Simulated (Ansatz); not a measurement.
Ba, space group Pm-3m, cell relaxations under several functionals

Program: the Python package of Ansatz (0.2.0).

The script, `run_lattice.py`:
```python
"""How the lattice of Ba depends on the functional."""

import ansatz as az
import numpy as np

KSPACING = 0.32
OCCUPATIONS = "Fermi-Dirac"
SMEARING_WIDTH = 0.1
FMAX = 0.05

def edges_and_angles(cell):
    cell = np.asarray(cell)
    a, b, c = np.linalg.norm(cell, axis=1)
    cosines = cell[1] @ cell[2] / (b * c), cell[0] @ cell[2] / (a * c), cell[0] @ cell[1] / (a * b)
    return (a, b, c, *np.degrees(np.arccos(cosines)))

vectors = np.array([
    [3.917718, 0.0, 0.0],
    [0.0, 3.917718, 0.0],
    [0.0, 0.0, 3.917718],
])
crystal = az.Lattice.of(vectors).atom("Ba", (0.0, 0.0, 0.0))

model = (
    crystal.calculation()
    .basis(16 * az.Ha)
    .kpoints(spacing=KSPACING)
    .occupations(OCCUPATIONS, width=SMEARING_WIDTH)
    .relax(cell=True, force_tolerance=FMAX, max_steps=30)
)

levels = [("pbesol", "none"), ("blyp", "d3bj"), ("lda", "none")]
print("level            a       b       c    alpha   beta  gamma  V/atom  steps")
for name, dispersion in levels:
    seen = []
    run = model.functional(name, dispersion=dispersion).session().plan()
    out = run.execute(on_event=lambda e: seen.append(e) if e["event"] == "relax_step" else None)
    cell = out.lattice.cell_ang
    label = name if dispersion == "none" else f"{name}+{dispersion}"
    print("{:13s} {:7.4f} {:7.4f} {:7.4f} {:6.2f} {:6.2f} {:6.2f}".format(label, *edges_and_angles(cell)), f"{abs(np.linalg.det(cell)) / len(out.lattice.sites):7.3f} {len(seen):5d}")
```

`python run_lattice.py` gives:
```text
level            a       b       c    alpha   beta  gamma  V/atom  steps
pbesol         3.8075  3.8075  3.8075  90.00  90.00  90.00  55.199     5
blyp+d3bj      3.8096  3.8096  3.8096  90.00  90.00  90.00  55.291     5
lda            3.7006  3.7006  3.7006  90.00  90.00  90.00  50.679     5
```

From smallest to largest: LDA (50.68 Å³ an atom, -15.7 % against the start), PBEsol (55.20 Å³ an atom, -8.2 % against the start) and BLYP+D3BJ (55.29 Å³ an atom, -8.0 % against the start). The spread is 9.1 % in volume.

BLYP and dispersion corrections can be off by several per cent in the lattices of metals, and by several GPa in the pressure at a fixed cell. For a metal this k-point mesh is coarse: on a finer one energies can move by several to tens of meV an atom and pressures by half a GPa or more, differences at one mesh by less. This isn't the structure that Ba takes at ambient conditions. Finished in 10 s on 1 thread of Arm Neoverse V2 (shared host), peak memory 0.38 GiB.

(Lines on the test bed's own set-up are left out of the output.)
